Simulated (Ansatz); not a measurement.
# C2H10N2Si: up Jacob's ladder to CCSD(T)

How much do the methods differ for C2H10N2Si? The plan is to run it at one geometry with functionals of several rungs and with coupled cluster. The yardstick is the atomisation energy at the CCSD(T) limit.

Program: Ansatz 0.2.0, Gaussian basis. Level of theory: functionals in def2-TZVPP, the program's frozen cores in correlated methods. These are calculated values, not measurements.

Plan: LDA (SPW92), PBE-D4, revPBE-D4, BLYP-D4, r2SCAN-D4, B97M-V, PBE0-D4, B3LYP-D4, r2SCANh-D4, r2SCAN0-D4, HSE06-D4, BHLYP-D4, CAM-B3LYP-D4, LC-ωPBE, ωB97X-V, ωB97M-V, B2PLYP, PBE-QIDH; CCSD(T)/def2-SVP; CCSD(T)/def2-TZVPP; MP2/def2-QZVPP; extrapolation to the limit; RPA on PBE.

### 1 Structure used throughout

An earlier PBE0-D4 in a triple-zeta def2 set relaxation fixed the geometry.

15 atoms, charge 0, spin multiplicity 1.

Atoms are counted from 1 here; the program's logs count them from 0.

Bond lengths: C1–N2 1.446 Å, C1–H6 1.091 Å, C1–H7 1.092 Å, C1–H8 1.105 Å, N2–C3 1.447 Å, N2–N4 1.407 Å, C3–H9 1.092 Å, C3–H10 1.090 Å, C3–H11 1.103 Å, N4–Si5 1.726 Å, N4–H12 1.007 Å, Si5–H13 1.485 Å, Si5–H14 1.492 Å, Si5–H15 1.488 Å. Angles: N2–C1–H6 109.5°, N2–C1–H7 109.2°, N2–C1–H8 113.3°, H6–C1–H7 108.6°, H6–C1–H8 108.3°, H7–C1–H8 107.8°, C1–N2–C3 112.2°, C1–N2–N4 112.3°, C3–N2–N4 111.4°, N2–C3–H9 109.0°, N2–C3–H10 109.3°, N2–C3–H11 113.2°, H9–C3–H10 108.7°, H9–C3–H11 108.0°, H10–C3–H11 108.4°, N2–N4–Si5 127.8°, N2–N4–H12 111.5°, Si5–N4–H12 119.4° and more.

### 2 LDA

This LDA is Slater exchange with PW92 correlation.

in.yaml reads:

```yaml
crystal:
  periodic: [false, false, false]
  atoms:
    - {symbol: C, position_ang: [-0.721013, -1.286737, 0.638976]}
    - {symbol: N, position_ang: [0.167444, -0.850737, -0.414703]}
    - {symbol: C, position_ang: [1.536884, -0.735932, 0.037409]}
    - {symbol: N, position_ang: [-0.272106, 0.337760, -1.025759]}
    - {symbol: Si, position_ang: [-0.661273, 1.837022, -0.263320]}
    - {symbol: H, position_ang: [-1.730378, -1.398551, 0.241517]}
    - {symbol: H, position_ang: [-0.384374, -2.255517, 1.014524]}
    - {symbol: H, position_ang: [-0.759749, -0.588145, 1.493845]}
    - {symbol: H, position_ang: [1.871223, -1.706087, 0.411935]}
    - {symbol: H, position_ang: [2.169798, -0.447724, -0.801820]}
    - {symbol: H, position_ang: [1.668104, 0.005268, 0.843788]}
    - {symbol: H, position_ang: [-0.556248, 0.179109, -1.978202]}
    - {symbol: H, position_ang: [-0.980753, 2.751731, -1.388582]}
    - {symbol: H, position_ang: [-1.829589, 1.789576, 0.663535]}
    - {symbol: H, position_ang: [0.482039, 2.368965, 0.526867]}
basis:
  gaussian: {orbitals: def2-TZVPP}
hamiltonian: {xc: lda}
output: {orbitals: {seedname: orbitals}}
```

On the command line:

```bash
ansatz run in.yaml --threads 4 --pin off --events-out ev --progress --plain --max-ram 10444MiB
```

After this run come: PBE-D4 (GGA); revPBE-D4 (GGA); BLYP-D4 (GGA); r2SCAN-D4 (meta-GGA); B97M-V (meta-GGA); B3LYP-D4 (hybrid); r2SCANh-D4 (hybrid); r2SCAN0-D4 (hybrid); HSE06-D4 (hybrid); BHLYP-D4 (hybrid); CAM-B3LYP-D4 (range-separated); LC-ωPBE (range-separated); ωB97X-V (range-separated); ωB97M-V (range-separated); B2PLYP (double hybrid); PBE-QIDH (double hybrid); CCSD(T) in def2-SVP; CCSD(T) in def2-TZVPP; MP2 in def2-QZVPP; RPA on PBE orbitals.

Q: Predict the results of all the runs planned. Wanted: atomisation energy, CCSD(T)/CBS; farthest beyond LDA; mean size of error, GGA; mean size of error, meta-GGA; mean size of error, hybrid; mean size of error, range-separated; mean size of error, double hybrid; gap, smallest and largest; T1 diagnostic.

As calculated:

```
                               quantity                                                                       value
        atomisation energy, CCSD(T)/CBS                                                                   53.668 eV
    functionals within 0.268 eV (0.5 %)  revPBE-D4, BLYP-D4, r2SCAN-D4, B97M-V, PBE0-D4, HSE06-D4, LC-ωPBE, ωB97M-V
                    farthest beyond LDA                                                        BHLYP-D4 (-1.162 eV)
                mean size of error, GGA                                                                    0.438 eV
           mean size of error, meta-GGA                                                                    0.094 eV
             mean size of error, hybrid                                                                    0.475 eV
    mean size of error, range-separated                                                                    0.345 eV
      mean size of error, double hybrid                                                                    0.561 eV
              gap, smallest and largest                                   4.52 eV (LDA (SPW92)), 11.72 eV (LC-ωPBE)
                          T1 diagnostic                                                                      0.0104
triples share of the correlation energy                                                                       3.7 %
```

**Reading.** LDA overbinds by 7.671 eV (14 %). PBE-D4 misses by +0.891 eV. Double hybrids carry the basis error of their MP2 part in triple zeta, and no dispersion term here, so their miss is partly the set-up's. By mean error the best rung here is meta-GGA (0.094 eV) and the worst beyond LDA is double hybrid (0.561 eV). The reference freezes the cores and leaves out relativity and excitations past (T), so misses under about 0.268 eV can't be ranked. Hartree-Fock recovers 71 % of the binding; the rest is correlation. CCSD(T) in def2-SVP is off by -3.136 eV, more than most functionals: a good method in a small basis is no reference. The gap grows from 4.5 to 11.7 eV across the functionals, mostly with the share of exact exchange.
